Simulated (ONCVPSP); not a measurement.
# Osmium: generating and testing an ONCV potential

Do these settings give a usable potential? It is generated, then checked for transferability, scattering, ghosts and hardness.

Program: ONCVPSP 4.0.1. Reference atom: LDA (Perdew-Zunger), scalar-relativistic, spherical and spin-unpolarised. All values are calculated.

### 1 Settings

The settings as typed:

| Quantity | Value |
| --- | --- |
| element | osmium (Os, Z = 76) |
| type | optimised norm-conserving Vanderbilt (ONCV) |
| frozen core | [Kr] 4d10 |
| valence charge | 30 |
| reference configuration | 4f14 5s2 5p6 5d5 (charge +3) |
| partial waves | 5s: rc 1.65 bohr, ncon 4, nbas 8, qcut 8.8 1/bohr, 2 projectors, debl 2.1 Ha; 5p: rc 1.90 bohr, ncon 3, nbas 6, qcut 7.8 1/bohr, 1 projector; 5d: rc 1.65 bohr, ncon 4, nbas 8, qcut 6.1 1/bohr, 3 projectors, debl 2.7 Ha; 4f: rc 1.05 bohr, ncon 4, nbas 9, qcut 14.3 1/bohr, 2 projectors, debl 2.9 Ha |
| local potential | polynomial inside 0.75 bohr (lpopt 5, dvloc0 0 Ha) |
| core correction | Teter function fitted to the true core (icmod 2), fcfact 0.5 |

### 2 The generation run

Os.dat reads:

```
# ATOM AND REFERENCE CONFIGURATION
# atsym  z   nc   nv     iexc    psfile
  Os 76.00    9    4        3      upf
#
#   n    l    f
    1    0    2.00
    2    0    2.00
    2    1    6.00
    3    0    2.00
    3    1    6.00
    3    2   10.00
    4    0    2.00
    4    1    6.00
    4    2   10.00
    4    3   14.00
    5    0    2.00
    5    1    6.00
    5    2    5.00
#
# PSEUDOPOTENTIAL AND OPTIMIZATION
# lmax
    3
#
#   l,   rc,      ep,       ncon, nbas, qcut
    0    1.65    0.00    4    8    8.80
    1    1.90    0.00    3    6    7.80
    2    1.65    0.00    4    8    6.10
    3    1.05    0.00    4    9   14.30
#
# LOCAL POTENTIAL
# lloc, lpopt,  rc(5),   dvloc0
    4    5    0.75    0.00
#
# VANDERBILT-KLEINMAN-BYLANDER PROJECTORs
# l, nproj, debl
    0    2    2.10
    1    1    2.50
    2    3    2.70
    3    2    2.90
#
# MODEL CORE CHARGE
# icmod, fcfact, rcfact
    2    0.50    0.80
#
# LOG DERIVATIVE ANALYSIS
# epsh1, epsh2, depsh
   -6.00    5.00    0.04
#
# OUTPUT GRID
# rlmax, drl
    6.00    0.01
#
# TEST CONFIGURATIONS
# ncnf
    4
# nvcnf
#   n    l    f
    5
    4    3   14.00
    5    0    2.00
    5    1    6.00
    5    2    6.00
    6    0    2.00
#
    5
    4    3   14.00
    5    0    2.00
    5    1    6.00
    5    2    6.00
    6    0    1.00
#
    4
    4    3   14.00
    5    0    2.00
    5    1    6.00
    5    2    6.00
#
    5
    4    3   13.00
    5    0    2.00
    5    1    6.00
    5    2    7.00
    6    0    2.00
#
```

Launch:

```bash
$ oncvpsp.x < Os.dat > Os.out
```

**Question.** What will these runs give? Wanted: cutoffs for 1 and 0.1 mHa per electron, occupied waves; bound ghosts; GHOST(+) flags; largest test error; largest phase difference near zero energy, channels read; rms error of d²Exc/dn², without and with the model core; projector energies reset by the program.

The runs gave:

| quantity | value |
| --- | --- |
| cutoffs for 1 and 0.1 mHa per electron, occupied waves | 120 Ha and 313 Ha |
| bound ghosts | s at -409.71 eV, p at -129.18 eV |
| GHOST(+) flags | d at 436 eV |
| largest test error (AE − PS) | +171 meV, for 4f13 5s2 5p6 5d7 6s2 |
| largest phase difference near zero energy, channels read | 0.000 rad |
| rms error of d²Exc/dn², without and with the model core | 6.28 and 2.25 mHa |
| projector energies reset by the program | s: -4.506, 0.050 Ha; f: -3.061, 0.250 Ha |

What this shows: It has a bound ghost (s, p), a state that the atom doesn't have, and that rules the file out. The worst unpolarised test, 4f13 5s2 5p6 5d7 6s2, is off by 171 meV on 5.9 eV; by total energies transferability rates as poor. By its cutoff, 120 Ha for the looser tolerance, it is very hard. The tighter tolerance needs 313 Ha, and converged work needs a cutoff nearer that. At the looser tolerance the 4f wave is the slowest; 5s needs 25 Ha. Near zero energy the phases of the channels with partial waves that could be evaluated agree within 0.001 rad. The program also flags highly localised states, GHOST(+) (d).
